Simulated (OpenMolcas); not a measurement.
# Ce²⁺ among point charges: CASSCF and CASPT2 levels and susceptibility

Aim: the splitting of the states of Ce²⁺ in the field of 2 point charges, its lowest levels with spin-orbit coupling and its magnetic susceptibility.

Method: state-averaged CASSCF and CASPT2, spin-orbit coupling by RASSI with atomic mean-field integrals. Code: OpenMolcas 26.06.

## 1. What is computed

| Property | Result |
| --- | --- |
| Species | Ce²⁺ (cerium, Z = 58, 56 electrons) |
| Basis | ANO-RCC-VDZP [7s6p4d2f1g], 68 functions |
| Scalar Hamiltonian | DKH2, point nucleus |
| Inactive shells | 1s 2s 2p 3s 3p 3d 4s 4p 4d 5s 5p |
| Active space | 2 electrons in 7 orbitals (4f) |
| Some configurations of this space | 4f² |
| Orbitals | optimised for the highest spin of each parity, averaged over all roots |

The outer shells:

4f2
```
4f [↑ ][↑ ][  ][  ][  ][  ][  ]
```

The ion sits among 2 point charges of -1.5 e arranged as a linear pair (D∞h), 2.53 Å from the ion.

The work runs as a chain of OpenMolcas steps in one folder; each step below is one input file. Labels, J, g values, rates, χT and fits are worked out afterwards by a script from the matrices that RASSI stores. The input lists half of the charges; inversion (Group=XYZ) makes the rest.

## 2. Basis and integrals

a.inp reads:

```
&GATEWAY
Coord
1

Ce 0.0 0.0 0.0
Basis=ANO-RCC-VDZP
Group=XYZ
NoMove
AngMom=0.0 0.0 0.0
AMFI
XField
1 Angstrom 0
0.000000 0.000000 2.530000 -1.500000
&SEWARD
```

## 3. CASSCF: triplets of even parity, 21 roots

a.inp reads:

```
&RASSCF
FileOrb=start.orb
Symmetry=1
Spin=3
nActEl=2 0 0
Inactive=15 12
Ras2=0 7
CIRoot=21 21 1
SDav=21
CIMx=300
Iter=120 100
PrWF=0.3
OrbListing=Nothing
MaxOrb=0
>>> COPY $Project.JobIph JOB001
```

start.orb holds the contracted functions of the basis, ordered by shell, or the orbitals of the step before.

## 4. Reference wave functions, singlets of even parity, 28 roots

a.inp reads:

```
&RASSCF
FileOrb=start.orb
Symmetry=1
Spin=1
nActEl=2 0 0
Inactive=15 12
Ras2=0 7
CIRoot=28 28 1
SDav=28
CIMx=300
Iter=120 100
PrWF=0.3
OrbListing=Nothing
MaxOrb=0
CIOnly
>>> COPY $Project.JobIph JOB002
```

## 5. State interaction with spin-orbit coupling

a.inp reads:

```
&RASSI
NrOfJobIphs=2 21 27
1 2 3 4 5 6 7 8 9 10 11 12 13 14 15 16 17 18 19 20 21
1 2 3 4 5 6 7 8 9 10 11 12 13 14 15 16 17 18 19 20 21 22 23 24 25 26 27
IphNames
JOB001
JOB002
EJob
SpinOrbit
DIPRint=1.0
SOCoupling=1000.0
Subsets=2
Property=9
'ANGMOM' 1 'ANGMOM' 2 'ANGMOM' 3 'MLTPL  1' 1 'MLTPL  1' 2 'MLTPL  1' 3
'AMFI' 1 'AMFI' 2 'AMFI' 3
SOProperty=3
'ANGMOM' 1 'ANGMOM' 2 'ANGMOM' 3
```

## 6. CASPT2: IPEA 0.25, imaginary shift 0.1 (closed shells correlated: 5s 5p)

a.inp reads:

```
>>> COPY JOB001 $Project.JobIph
&CASPT2
Multistate=21 1 2 3 4 5 6 7 8 9 10 11 12 13 14 15 16 17 18 19 20 21
NoMult
Frozen=14 9
IPEA=0.25
Imaginary=0.1
MaxIter=60
WThr=0.0 0.3 0.05
PrWF=0.5
NoMix
>>> COPY JOB002 $Project.JobIph
&CASPT2
Multistate=27 1 2 3 4 5 6 7 8 9 10 11 12 13 14 15 16 17 18 19 20 21 22
23 24 25 26 27
NoMult
Frozen=14 9
IPEA=0.25
Imaginary=0.1
MaxIter=60
WThr=0.0 0.3 0.05
PrWF=0.5
NoMix
```

(Steps that only read results are left out.)

**Question.** What will these runs give? Wanted: spin-free ground state; first state of the same spin within the active space; lowest level; next level.

**Answer**, as computed:

```
                                            quantity                                                                        value
                                              method  SS-CASPT2, IPEA 0.25, imaginary shift 0.1 (closed shells correlated: 5s 5p)
                              spin-free ground state                                               3H, 2-fold in its orbital part
first state of the same spin within the active space                                                          3Gamma at 1760 cm⁻¹
                                        lowest level                                                 2-fold, g = 0.00, 0.00, 6.13
                                          next level                                                                  1599.4 cm⁻¹
                                         χT at 300 K                                                               1.35 cm³ K/mol
                           effective moment at 300 K                                                                      3.28 μB
```

Cost by method:

| method | time of its own steps | time with the reference |
| --- | --- | --- |
| A. CASSCF | 11 s | 11 s |
| B. SS-CASPT2, IPEA 0.25, imaginary shift 0.1, +5s 5p | 12 s | 24 s |

Times are of one thread on a shared host.

**Reading.** The spin-free ground state (3H) comes to 100 % from free-ion H terms and keeps the highest spin of the shell. The singlets rest on orbitals optimised for another spin in at least one step, which raises them against the optimised states. Not all states of the active space went into the spin-orbit step. Point charges carry no covalency, so the field is a model and not that of real ligands.
